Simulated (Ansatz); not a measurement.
Runs of Ansatz 0.2.0 on Ta3N. It takes space group P-3m1 (No. 164, trigonal). Conventional cell: a = 3.032 Å, b = 3.032 Å, c = 7.524 Å, α = 90.00°, β = 90.00°, γ = 120.00°. Ta (site symmetry 3m) has 3 N at 2.19 Å as nearest neighbours. Ta (site symmetry -3m) has 12 Ta at 3.01 to 3.03 Å as nearest neighbours. Around N (site symmetry -3m) lie 6 Ta at 2.19 Å. The cell comes from a database or a generator and needn't be the stable form of this composition.

```csv
task,level,cutoff (eV),points for each segment of the path,gap on the mesh (eV),pressure (GPa),V0 of scaled cells (Å³/atom),B0 (GPa),largest force (eV/Å)
band structure,LDA,420,14,none,-13.3,-,-,0.53
band structure,r2SCAN,500,14,none,(b),-,-,(c)
equation of state,LDA,420,-,-,-,14.20,279,-
equation of state,r2SCAN,500,-,-,-,(a),263,-
```

Alike in all rows: potentials or basis Ansatz PAW; no spin polarisation; cell as given; k mesh 10 × 10 × 4; smearing fermi-dirac 0.05 eV.

Question: Estimate the missing entries.

Answer: (a) 14.75; (b) -4.0; (c) 0.07.

Caveats: spin-orbit coupling is left out, which moves the levels of the heavy elements (some runs); the PAW data sets come from PBE, with cores solved anew for the run's functional, which leaves a small shift of forces and pressure (some runs); the cell was scaled at fixed shape and fractional positions, which overstates the stiffness of a crystal with free parameters, most of all of layers and chains (some runs); the PAW data sets were made with another functional, which shifts forces and pressure a little (some runs).

A k mesh can miss the band edges, and the runs leave out spin-orbit coupling on Ta.

A gap of «none» marks a metal or a gap under the smearing width.

Runs at the PBE level aren't shown here.
